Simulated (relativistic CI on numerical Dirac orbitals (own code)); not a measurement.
# Ni⁴⁺: L2,3 absorption with charge transfer

Aim: the L2,3 absorption spectrum of Ni⁴⁺ in a cubic metal-ligand cluster, for 5 values of Upd.

Program: relativistic CI on numerical Dirac orbitals (own code) version 3. Level of theory: charge-transfer multiplet model of a cubic metal-ligand cluster with up to 3 ligand holes, Slater and spin-orbit integrals from Dirac-Coulomb-Breit ions, Slater integrals scaled by 0.7. These are calculated values, not measurements, unless marked.

## Step 1: The atom as given

- ion: Ni⁴⁺ (Ni V)
- nuclear charge: 28
- electrons: 24
- d electrons: 6
- ligand holes at most: 3
- parameters: in eV; Veg, Vt2g hoppings, tenDq and tenDqL metal and ligand splittings (negative tenDq: tetrahedral), red the scaling of hopping with a core hole
- temperature: 300 K
- widths: Lorentz 0.4 eV, Gauss 0.3 eV

## Step 2: Upd = 8.1 eV

Settings, as recorded:

```ini
cluster ion=Ni4+ d6 ligand_holes=3 slater_scale=0.7
Delta=0.1 Udd=7.3 Upd=8.1 tenDq=2 tenDqL=0.2 Veg=2.3 Vt2g=-1.11 red=0.9
spectrum xas L2,3 T=300 lorentz=0.4 gauss=0.3
```

Started as:

```bash
$ python run_levels.py task.json out
```

One command runs all members of the session, one after another, from task.json.

## Step 3: Upd = 7.5 eV

Settings, as recorded:

```ini
cluster ion=Ni4+ d6 ligand_holes=3 slater_scale=0.7
Delta=0.1 Udd=7.3 Upd=7.5 tenDq=2 tenDqL=0.2 Veg=2.3 Vt2g=-1.11 red=0.9
spectrum xas L2,3 T=300 lorentz=0.4 gauss=0.3
```

## Step 4: Upd = 8.7 eV

Settings, as recorded:

```ini
cluster ion=Ni4+ d6 ligand_holes=3 slater_scale=0.7
Delta=0.1 Udd=7.3 Upd=8.7 tenDq=2 tenDqL=0.2 Veg=2.3 Vt2g=-1.11 red=0.9
spectrum xas L2,3 T=300 lorentz=0.4 gauss=0.3
```

## Step 5: Upd = 9.3 eV

Settings, as recorded:

```ini
cluster ion=Ni4+ d6 ligand_holes=3 slater_scale=0.7
Delta=0.1 Udd=7.3 Upd=9.3 tenDq=2 tenDqL=0.2 Veg=2.3 Vt2g=-1.11 red=0.9
spectrum xas L2,3 T=300 lorentz=0.4 gauss=0.3
```

## Step 6: Upd = 9.9 eV

Settings, as recorded:

```ini
cluster ion=Ni4+ d6 ligand_holes=3 slater_scale=0.7
Delta=0.1 Udd=7.3 Upd=9.9 tenDq=2 tenDqL=0.2 Veg=2.3 Vt2g=-1.11 red=0.9
spectrum xas L2,3 T=300 lorentz=0.4 gauss=0.3
```

(Steps that only read results are left out.)

Before running it: what results should come out? Wanted: d count; ground spin.

**Answer**, as computed:

| run | d count | weight without ligand hole | ground S | up to four highest peaks (% of the highest), eV from the first main peak |
| --- | --- | --- | --- | --- |
| Upd = 8.1 eV | 6.71 | 0.39 | 0.03 | 0.0 (100), 2.4 (17), 3.2 (13), 17.0 (63) |
| Upd = 7.5 eV | 6.71 | 0.39 | 0.03 | 0.0 (100), 2.3 (16), 3.2 (12), 16.9 (62) |
| Upd = 8.7 eV | 6.71 | 0.39 | 0.03 | 0.0 (100), 2.4 (17), 3.2 (13), 17.0 (63) |
| Upd = 9.3 eV | 6.71 | 0.39 | 0.03 | 0.0 (100), 2.3 (17), 3.2 (12), 17.0 (60) |
| Upd = 9.9 eV | 6.71 | 0.39 | 0.03 | 0.0 (100), 2.2 (17), 17.0 (59), 18.8 (8) |

| quantity | value |
| --- | --- |
| d count | 6.71 to 6.71 |
| ground spin (effective S from ⟨S²⟩) | 0.03 |

From Upd = 7.5 eV to Upd = 9.9 eV the ground-state d count stays at 6.71, as the core hole does not act on the ground state. In the first run the ligand-hole configurations outweigh d6 itself: the bond is strongly covalent. The cluster parameters are drawn, not fitted to a compound.
